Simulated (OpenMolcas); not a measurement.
# C2H7NSi (SMILES NC1C[SiH2]1) at 6 levels

Wanted: a comparison of 6 runs (HF/def2-SVP, B3LYP/6-31G*, B3LYP/def2-SVP, PBE0/def2-SVP, TPSS/def2-SVP, MP2/def2-SVP) of C2H7NSi. 

The calculation is run with OpenMolcas 26.06.

1 further run of the same task is left out (set aside as unsound or not needed).

### 1 The system as given

The species is C2H7NSi (11 atoms), meant as a singlet with charge 0. As SMILES, `NC1C[SiH2]1`. The C2–H7 distance was set to 1.422 Å, away from the relaxed value.

Bond lengths: N1–C2 1.437 Å, C2–C3 1.539 Å, C2–Si4 1.862 Å, C3–Si4 1.848 Å, N1–H5 1.011 Å, N1–H6 1.014 Å, C3–H8 1.085 Å, C3–H9 1.086 Å, Si4–H10 1.479 Å, Si4–H11 1.476 Å. Some angles: N1–C2–C3 114.5°, N1–C2–Si4 118.4°, C3–C2–Si4 65.0°, C2–C3–Si4 65.9°, C2–Si4–C3 49.0°, C2–N1–H5 111.6°, C2–N1–H6 111.3°, C2–C3–H8 117.0°, C2–C3–H9 114.2°, Si4–C3–H8 120.5°. A long bond or contact: C2–H7 1.422 Å.

### 2 A single-point energy at HF/def2-SVP (run 1)

File coord.xyz:

```xyz
11

N     -1.533181     0.566071    -0.354308
C     -0.147881     0.327371    -0.055208
C      0.100119    -0.779729     0.985092
Si     0.649019    -1.215929    -0.725208
H     -1.646381     1.028271    -1.246108
H     -1.969981     1.141471     0.357392
H      0.701400     1.454200     0.118600
H      0.829119    -0.571729     1.761192
H     -0.803881    -1.257029     1.350492
H      2.092719    -1.199929    -1.045608
H     -0.165681    -2.150129    -1.526908
```

File mol.input:

```
* C2H7NSi Hartree-Fock
>>> EXPORT MOLCAS_PRINT=2
&GATEWAY
BasLib=$CurrDir
Coord=coord.xyz
Basis=def2-SVP
Group=NoSym
&SEWARD
&SCF
Thresholds=1e-10 1e-07 1e-07 1e-05
PrOrbitals=0
```

The basis set def2-SVP is read from a file made from the Basis Set Exchange's data (not shown).

Launch:

```bash
$ export MOLCAS_MEM=1860
$ pymolcas mol.input > mol.log
```

Log:

```text
--- Start Module: gateway ---
[...]
--- Stop Module: gateway /rc=_RC_ALL_IS_WELL_ ---
--- Start Module: seward ---
[...]
      Basis functions           95
--- Stop Module: seward /rc=_RC_ALL_IS_WELL_ ---
[...]
--- Start Module: scf ---
[...]
       Convergence after  13 Iterations
[...]
::    Total SCF energy                               -422.9010108286
[...]
      Total spin, S                                     0.0000000000
[...]
      Total electronic charge=   40.000000
      Total            charge=   -0.000000
[...]
      Dipole Moment (debye):
      Origin of the operator (angstrom)=   -0.0665   -0.4530   -0.1961
                   X=  1.4277E-02               Y=  6.0683E-01               Z= -2.5698E-01           Total=  6.5916E-01
      Quadrupole Moment (debye*angstrom):
[...]
--- Stop Module: scf /rc=_RC_ALL_IS_WELL_ ---
[...]
```

Wall time 13 s (1 thread of AMD EPYC 7R43 (Zen 3), shared host); peak memory 0.52 GiB.

### 3 The energy at B3LYP/6-31G(d) (spherical functions) (run 2)

File mol.xyz:

```xyz
11

N     -1.533181     0.566071    -0.354308
C     -0.147881     0.327371    -0.055208
C      0.100119    -0.779729     0.985092
Si     0.649019    -1.215929    -0.725208
H     -1.646381     1.028271    -1.246108
H     -1.969981     1.141471     0.357392
H      0.701400     1.454200     0.118600
H      0.829119    -0.571729     1.761192
H     -0.803881    -1.257029     1.350492
H      2.092719    -1.199929    -1.045608
H     -0.165681    -2.150129    -1.526908
```

File run.inp:

```
&GATEWAY
BasLib=$CurrDir
Coord=mol.xyz
Basis=6-31Gs
Group=NoSym
&SEWARD
GridInput
Grid=UltraFine
End of Grid
&SCF
KSDFT=B3LYP
Thresholds=1e-10 1e-07 1e-07 1e-05
PrOrbitals=1
```

The basis set 6-31G* is read from a file made from the Basis Set Exchange's data (not shown).

Launch:

```bash
$ export MOLCAS_MEM=1860
$ pymolcas run.inp > run.log
```

Log:

```text
--- Start Module: gateway ---
[...]
--- Stop Module: gateway /rc=_RC_ALL_IS_WELL_ ---
--- Start Module: seward ---
[...]
      Basis functions           74
--- Stop Module: seward /rc=_RC_ALL_IS_WELL_ ---
[...]
--- Start Module: scf ---
[...]
       Convergence after  14 Iterations
[...]
::    Total KS-DFT energy                            -424.5726378098
[...]
      Total spin, S                                     0.0000000000
[...]
      Total electronic charge=   40.000000
      Total            charge=   -0.000000
[...]
      Dipole Moment (debye):
      Origin of the operator (angstrom)=   -0.0665   -0.4530   -0.1961
                   X= -3.1791E-01               Y=  9.1462E-01               Z=  4.9159E-02           Total=  9.6954E-01
      Quadrupole Moment (debye*angstrom):
[...]
--- Stop Module: scf /rc=_RC_ALL_IS_WELL_ ---
[...]
```

Run time: 46 s. Hardware: 1 thread of AMD EPYC 7R43 (Zen 3), shared host; peak memory 0.42 GiB.

### 4 The energy at B3LYP/def2-SVP (run 3)

File run.input:

```
* C2H7NSi Kohn-Sham DFT
&GATEWAY
BasLib=$CurrDir
BasisSet
N.def2-SVP....
N1 -1.533181 0.566071 -0.354308 angstrom
End of Basis
BasisSet
C.def2-SVP....
C2 -0.147881 0.327371 -0.055208 angstrom
C3 0.100119 -0.779729 0.985092 angstrom
End of Basis
BasisSet
Si.def2-SVP....
Si4 0.649019 -1.215929 -0.725208 angstrom
End of Basis
BasisSet
H.def2-SVP....
H5 -1.646381 1.028271 -1.246108 angstrom
H6 -1.969981 1.141471 0.357392 angstrom
H7 0.701400 1.454200 0.118600 angstrom
H8 0.829119 -0.571729 1.761192 angstrom
H9 -0.803881 -1.257029 1.350492 angstrom
H10 2.092719 -1.199929 -1.045608 angstrom
H11 -0.165681 -2.150129 -1.526908 angstrom
End of Basis
&SEWARD
GridInput
Grid=UltraFine
End of Grid
&SCF
KSDFT=B3LYP
Thresholds=1e-10 1e-07 1e-07 1e-05
PrOrbitals=1 1
```

The basis set def2-SVP is read from a file made from the Basis Set Exchange's data (not shown).

Launch:

```bash
$ export MOLCAS_MEM=1860
$ pymolcas run.input > run.log
```

Log:

```text
--- Start Module: gateway ---
[...]
--- Stop Module: gateway /rc=_RC_ALL_IS_WELL_ ---
--- Start Module: seward ---
[...]
      Basis functions           95
--- Stop Module: seward /rc=_RC_ALL_IS_WELL_ ---
[...]
--- Start Module: scf ---
[...]
       Convergence after  14 Iterations
[...]
::    Total KS-DFT energy                            -424.4109228836
[...]
      Total spin, S                                     0.0000000000
[...]
      Total electronic charge=   40.000000
      Total            charge=   -0.000000
[...]
      Dipole Moment (debye):
      Origin of the operator (angstrom)=   -0.0665   -0.4530   -0.1961
                   X= -3.3441E-01               Y=  8.0202E-01               Z= -8.4912E-02           Total=  8.7308E-01
      Quadrupole Moment (debye*angstrom):
[...]
--- Stop Module: scf /rc=_RC_ALL_IS_WELL_ ---
[...]
```

Wall time 49 s (1 thread of AMD EPYC 7R43 (Zen 3), shared host); peak memory 0.52 GiB.

Runs 4 to 5 aren't shown in full; the table further down has their settings and results.

### 5 A single-point energy at MP2/def2-SVP (run 6)

File run.input:

```
* C2H7NSi MP2

&GATEWAY
  BasLib=$CurrDir
  Coord
  11
  angstrom
  N       -1.533181       0.566071      -0.354308
  C       -0.147881       0.327371      -0.055208
  C        0.100119      -0.779729       0.985092
  Si       0.649019      -1.215929      -0.725208
  H       -1.646381       1.028271      -1.246108
  H       -1.969981       1.141471       0.357392
  H        0.701400       1.454200       0.118600
  H        0.829119      -0.571729       1.761192
  H       -0.803881      -1.257029       1.350492
  H        2.092719      -1.199929      -1.045608
  H       -0.165681      -2.150129      -1.526908
  Basis=def2-SVP
  Group=NoSym

&SEWARD

&SCF
  Thresholds=1e-10 1e-07 1e-07 1e-05
  PrOrbitals=1 2

&MBPT2
  Frozen=8
```

The basis set def2-SVP is read from a file made from the Basis Set Exchange's data (not shown).

Launch:

```bash
$ export MOLCAS_MEM=1860
$ pymolcas run.input > run.log
```

Log:

```text
--- Start Module: gateway ---
[...]
--- Stop Module: gateway /rc=_RC_ALL_IS_WELL_ ---
[...]
      Basis functions           95
[...]
--- Start Module: scf ---
[...]
       Convergence after  13 Iterations
[...]
::    Total SCF energy                               -422.9010108286
[...]
      Total spin, S                                     0.0000000000
[...]
      Total electronic charge=   40.000000
      Total            charge=   -0.000000
[...]
      Dipole Moment (debye):
      Origin of the operator (angstrom)=   -0.0665   -0.4530   -0.1961
                   X=  1.4277E-02               Y=  6.0683E-01               Z= -2.5698E-01           Total=  6.5916E-01
      Quadrupole Moment (debye*angstrom):
[...]
--- Stop Module: scf /rc=_RC_ALL_IS_WELL_ ---
[...]
--- Start Module: mbpt2 ---
[...]
WARNING!
Default frozen orbitals as non valence orbitals is overwritten by user input.
Default values:   5
[...]
       Reference weight ( Cref**2 )         =        0.83228
::    Total MBPT2 energy                             -423.4574888296
[...]
      Total MBPT2 calculations                           0.46      0.55
--- Stop Module: mbpt2 /rc=_RC_ALL_IS_WELL_ ---
[...]
```

It took 14 s on 1 thread of AMD EPYC 7R43 (Zen 3), shared host; peak memory 0.52 GiB.

### 6 Overview of the runs

```tsv
run	level	integration grid	frozen core orbitals	energy (Eh)	dipole moment (D) of the reference	HOMO energy (eV)	LUMO energy (eV)	wall time
1	HF/def2-SVP	–	–	-422.901011	0.66	-8.96	3.86	13 s
2	B3LYP/6-31G* (spherical functions)	UltraFine	–	-424.572638	0.97	-5.90	0.41	46 s
3	B3LYP/def2-SVP	UltraFine	–	-424.410923	0.87	-6.00	0.37	49 s
4	PBE0/def2-SVP	UltraFine	–	-424.108494	0.92	-6.23	0.58	60 s
5	TPSS/def2-SVP	UltraFine	–	-424.442135	0.93	-5.12	-0.12	61 s
6	MP2/def2-SVP	–	8	-423.457489	0.66	-8.96	3.86	14 s
```

### 7 What came out

```
                                          quantity          value
                               run 6: total energy  -423.45749 Eh
         run 6: dipole moment (mean-field density)         0.66 D
        run 6: HOMO energy (Hartree–Fock orbitals)       -8.96 eV
        run 6: LUMO energy (Hartree–Fock orbitals)        3.86 eV
      run 6: HOMO–LUMO gap (Hartree–Fock orbitals)       12.82 eV
run 6: correlation energy (8 core orbitals frozen)     -556.5 mEh
```

**Reading.** Over runs 1, 2, 3, 4, 5 the dipole moment (its size) runs from 0.66 D (HF/def2-SVP) to 0.97 D (B3LYP/6-31G*). The two ends differ in method and basis. Over runs 1, 2, 3, 4, 5 the HOMO–LUMO gap runs from 5.00 eV (TPSS/def2-SVP) to 12.82 eV (HF/def2-SVP). Exact exchange widens orbital gaps. Totals of different functionals can't be ranked against each other. All runs together took 4 min, the longest 61 s.
